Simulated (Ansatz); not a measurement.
# Br₂ClFSi, SMILES F[Si](Cl)(Br)Br: vertical spin-state energies

With the Python package of Ansatz (0.2.0).

The cells in order, each with its output:

**Cell 1**
```python
import ansatz as az
```

**Cell 2**
```python
params = {
    "basis": "def2-TZVP",
    "functional": "r2scan0",
}

molecule = (
    az.Crystal.molecule()
    .atom("F", [0.9009, -1.1564, 0.9932])
    .atom("Si", [0.0256, -0.0756, 0.0803])
    .atom("Cl", [-1.5816, 0.6606, 1.1453])
    .atom("Br", [-0.6495, -1.0891, -1.7283])
    .atom("Br", [1.3544, 1.5869, -0.5319])
)
```

**Cell 3**
```python
base = (
    molecule.calculation()
    .basis(gaussian=params["basis"])
    .functional(params["functional"])
)
found = {}
for unpaired in [0, 2]:
    summary = base.spin("collinear", total=unpaired).run(threads=1).report
    s = unpaired / 2
    found[unpaired] = summary["free_energy_ev"]
    print(f"2S+1 = {unpaired + 1}: E = {found[unpaired]:.5f} eV, <S^2> = {abs(summary['mean_field']['state']['spin_squared']):.3f} (pure state {s * (s + 1):.2f})")
lowest = min(found, key=found.get)
for unpaired, e in found.items():
    print(f"multiplicity {unpaired + 1}: {23.060548 * (e - found[lowest]):.1f} kcal/mol above the lowest")
```
Output:
```text
2S+1 = 1: E = -163213.54272 eV, <S^2> = 0.000 (pure state 0.00)
2S+1 = 3: E = -163207.45777 eV, <S^2> = 2.010 (pure state 2.00)
multiplicity 1: 0.0 kcal/mol above the lowest
multiplicity 3: 140.3 kcal/mol above the lowest
```

In order: multiplicity 1 (+0.00 eV) and multiplicity 3 (+6.08 eV), all at the one geometry.

What to keep in mind:
- Total energies depend on the basis set; only differences at equal settings carry meaning.
- The geometry is a force-field or estimated start, not a minimum of this method, and the basis set is short of its limit. All parts are taken at fixed geometry, without zero-point energy.
- Timing: 3 min on 1 thread of Arm Neoverse V2, on a shared host, peak memory 1 GiB.
